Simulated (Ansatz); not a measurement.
# AlP3O6: the cost of one run

Program: Ansatz 0.2.0. Level of theory: DFT PBE, scalar-relativistic, plane waves, PAW. These are calculated values, not measurements.

## (1) Starting point

Symmetry: Fm-3m, No. 225, cubic system. The conventional cell has a = 8.033 Å, b = 8.033 Å, c = 8.033 Å, α = 90.00°, β = 90.00°, γ = 90.00°. Al (site symmetry m-3m) is surrounded by 6 O at 1.83 Å. Around P (site symmetry -43m) lie 12 O at 2.85 Å. P (site symmetry m-3m) is surrounded by 6 O at 2.19 Å. O (site symmetry 4mm) has 1 Al at 1.83 Å as nearest neighbours.

Structure file:

```cif
data_structure
_symmetry_space_group_name_H-M 'P 1'
_symmetry_Int_Tables_number 1
_cell_length_a 5.6802
_cell_length_b 5.6802
_cell_length_c 5.6802
_cell_angle_alpha 60.000
_cell_angle_beta 60.000
_cell_angle_gamma 60.000
_cell_volume 129.59
loop_
_atom_site_label
_atom_site_type_symbol
_atom_site_fract_x
_atom_site_fract_y
_atom_site_fract_z
_atom_site_occupancy
Al1 Al 0.00000 0.00000 0.00000 1
P1 P 0.25000 0.25000 0.25000 1
P2 P 0.75000 0.75000 0.75000 1
P3 P 0.50000 0.50000 0.50000 1
O1 O 0.77268 0.22732 0.22732 1
O2 O 0.22732 0.77268 0.77268 1
O3 O 0.22732 0.77268 0.22732 1
O4 O 0.77268 0.22732 0.77268 1
O5 O 0.22732 0.22732 0.77268 1
O6 O 0.77268 0.77268 0.22732 1
```

A structure generator made this guess: species swapped into a database cell of K3LuF6 (Fm-3m, No. 225), with P on the K sites, Al on the Lu sites and O on the F sites. Lengths come from tabulated atomic sizes and are only a guess.

## (2) The guess as it stands, on a coarse mesh

File input.yaml:

```yaml
crystal:
  lattice:
    - [0.0, 4.01651192, 4.01651192]
    - [4.01651192, 0.0, 4.01651192]
    - [4.01651192, 4.01651192, 0.0]
  atoms:
    - { symbol: Al, position: [0.0, 0.0, 0.0] }
    - { symbol: P, position: [0.25, 0.25, 0.25] }
    - { symbol: P, position: [0.75, 0.75, 0.75] }
    - { symbol: P, position: [0.5, 0.5, 0.5] }
    - { symbol: O, position: [0.772681, 0.227319, 0.227319] }
    - { symbol: O, position: [0.227319, 0.772681, 0.772681] }
    - { symbol: O, position: [0.227319, 0.772681, 0.227319] }
    - { symbol: O, position: [0.772681, 0.227319, 0.772681] }
    - { symbol: O, position: [0.227319, 0.227319, 0.772681] }
    - { symbol: O, position: [0.772681, 0.772681, 0.227319] }
basis:
  ecutwfc: 420
kpoints:
  mp_grid: { grid: [4, 4, 4] }
hamiltonian:
  xc: pbe
scf:
  occupations: { method: gaussian, width: 0.1 }
  lower_state_search: "off"
output:
  forces: true
  stress: true
  eigenvalues: true
```

Launch:

```bash
ansatz run input.yaml --threads 1 --pin off --max-ram 2048MiB --backend cpu --events-out ev --progress --plain --runs-dir out
```

**Question.** How long does this run take on 1 thread of Intel Xeon 6975P-C (Granite Rapids), shared host, and how much memory does it need?

About 1.3 s, with a peak of 0.39 GiB.
